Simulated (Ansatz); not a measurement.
**C2H2ClGa (SMILES C#[C][GaH][Cl]): wB97X/cc-pVDZ**

Aim: the electronic atomisation energy of C2H2ClGa at wB97X/cc-pVDZ, from 5 runs. 

The calculation is run with Ansatz 0.2.0.

56 further runs of the same task are left out: 56 set aside as unsound or not needed. Runs told in other sessions of the task aren't counted.

### 1 Starting point

C2H2ClGa has 6 atoms, charge 0, and is taken as a singlet. SMILES: `C#[C][GaH][Cl]`. The coordinates come from a PBE0-D4/def2-TZVP relaxation.

Bond lengths: C1–C2 1.208 Å, C2–Ga3 1.900 Å, Ga3–Cl4 2.140 Å, C1–H5 1.067 Å, Ga3–H6 1.547 Å. Angles: C1–C2–Ga3 179.1°, C2–Ga3–Cl4 115.4°, C2–C1–H5 179.8°, C2–Ga3–H6 126.7°, Cl4–Ga3–H6 117.8°.

### 2 A single-point energy at wB97X/cc-pVDZ

File run.yaml:

```yaml
crystal:
  periodic: [false, false, false]
  atoms:
    - {symbol: C, position_ang: [0.577800, 1.057900, -1.454500]}
    - {symbol: C, position_ang: [0.247000, 0.412500, -0.488700]}
    - {symbol: Ga, position_ang: [-0.252900, -0.587200, 1.048000]}
    - {symbol: Cl, position_ang: [-1.745400, -2.085600, 0.724100]}
    - {symbol: H, position_ang: [0.867100, 1.625700, -2.309900]}
    - {symbol: H, position_ang: [0.306500, -0.423300, 2.481100]}
basis:
  gaussian:
    orbitals: cc-pVDZ
total_charge: 0
hamiltonian:
  xc: {name: wB97X}
accuracy: high
output: {orbitals: {seedname: orbitals}}
```

Run with:

```
ansatz run run.yaml --threads 1 --pin off --max-ram 2610MiB --events-out events.jsonl --progress --plain --runs-dir runs
```

What it wrote:

```text
Warning: RAYON_NUM_THREADS=1 ignored (pool sized by the plan → 1); use --threads N
Functional definition: wB97X
  name "wB97X"
  parameter omega = 0.3/bohr
  parameter cx = 0.157706
  parameter cx1 = 0.726479
  parameter cx2 = 1.04760
  parameter cx3 = -5.70635
  parameter cx4 = 13.2794
  parameter css1 = -4.33879
  parameter css2 = 18.2308
  parameter css3 = -31.7430
  parameter css4 = 17.2901
  parameter cos1 = 2.37031
  parameter cos2 = -11.3995
  parameter cos3 = 6.58405
  parameter cos4 = -3.78132
  exchange = spin_sum(e_x_unif_sr(omega)*poly(b97_u_x, 1 - cx, cx1, cx2, cx3, cx4)) + cx*exact_x_sr(omega)
      + exact_x_lr(omega)
  correlation = spin_sum(e_c_pw_same_spin*poly(b97_u_same, 1, css1, css2, css3, css4))
      + integral(e_c_pw_opposite_spin*poly(b97_u_opposite, 1, cos1, cos2, cos3, cos4))
1779 factors; integrals over basis functions are off by at most 4.4e-9 eV
359 factors; integrals over basis functions are off by at most 1.8e-9 eV
mean field evaluation 1: about -67003.8344 eV, gradient 3.0e1 eV
mean field evaluation 2: about -67005.5200 eV, gradient 1.9e1 eV
mean field evaluation 4: about -67006.5236 eV, gradient 5.6e-1 eV
mean field evaluation 8: about -67006.6009 eV, gradient 1.3e-2 eV
mean field evaluation 16: about -67006.6009 eV, gradient 4.3e-5 eV
mean field -67006.60093617 eV, -2462.4471656987 hartree, gradient 7.0e-8 eV, S^2 0.000000; 0 other end points of the search recorded, 0 dependent functions left out
reference -67006.60093304 eV, -2462.4471655837 hartree; 31, 31 occupied and 52, 52 virtual orbitals, 1779 factors
Total energy: -67006.60093304 eV, -2462.4471655837 hartree
```

Run time: 9 s. Hardware: 1 thread of AMD EPYC 9R45 (Zen 5), shared host; peak memory 0.5 GiB.

### 3 The C atom

File molecule.yaml:

```yaml
crystal:
  periodic: [false, false, false]
  atoms:
    - symbol: C
      position_ang: [0.000000, 0.000000, 0.000000]
basis:
  gaussian:
    orbitals: cc-pVDZ
magnetization:
  spin_polarized: true
  initial_magnetization: 2
accuracy: high
hamiltonian:
  xc: {name: wB97X}
```

Run the same way, it converges to -37.83957 Eh (log not shown).

### 4 The Cl atom

File molecule.yaml:

```yaml
crystal:
  periodic: [false, false, false]
  atoms:
    - {symbol: Cl, position_ang: [0.000000, 0.000000, 0.000000]}
basis:
  gaussian:
    orbitals: cc-pVDZ
magnetization:
  spin_polarized: true
  initial_magnetization: 1
hamiltonian:
  xc: {name: wB97X}
accuracy: high
```

Run the same way, it converges to -460.13908 Eh (log not shown).

### 5 The Ga atom at the same level

File molecule.yaml:

```yaml
crystal:
  periodic: [false, false, false]
  atoms:
    - {symbol: Ga, position_ang: [0.000000, 0.000000, 0.000000]}
basis:
  gaussian: {orbitals: cc-pVDZ}
magnetization: {spin_polarized: true, initial_magnetization: 1}
hamiltonian: {xc: {name: wB97X}}
accuracy: high
```

Run the same way, it converges to -1924.81598 Eh (log not shown).

### 6 The H atom at the same level

File job.yaml:

```yaml
crystal:
  periodic: [false, false, false]
  atoms:
    - symbol: H
      position_ang: [0.000000, 0.000000, 0.000000]
basis:
  gaussian:
    orbitals: cc-pVDZ
magnetization:
  spin_polarized: true
  initial_magnetization: 1
hamiltonian:
  xc: {name: wB97X}
accuracy: high
```

Run the same way, it converges to -0.50060 Eh (log not shown).

### 7 Outcome

Level: wB97X/cc-pVDZ.

| quantity | value |
| --- | --- |
| molecule: total energy | -2462.44717 Eh |
| molecule: HOMO energy | -10.80 eV |
| molecule: LUMO energy | -0.02 eV |
| molecule: HOMO–LUMO gap | 10.79 eV |
| C atom: total energy | -37.83957 Eh |
| C atom: ⟨S²⟩ | 2.004 |
| Cl atom: total energy | -460.13908 Eh |
| Cl atom: ⟨S²⟩ | 0.752 |
| Ga atom: total energy | -1924.81598 Eh |
| Ga atom: ⟨S²⟩ | 0.752 |
| H atom: total energy | -0.50060 Eh |
| H atom: ⟨S²⟩ | 0.750 |
| electronic atomisation energy | 22.089 eV |

Taking the molecule apart into free atoms costs 22.09 eV (2131 kJ/mol), before zero-point energy and without spin-orbit coupling.
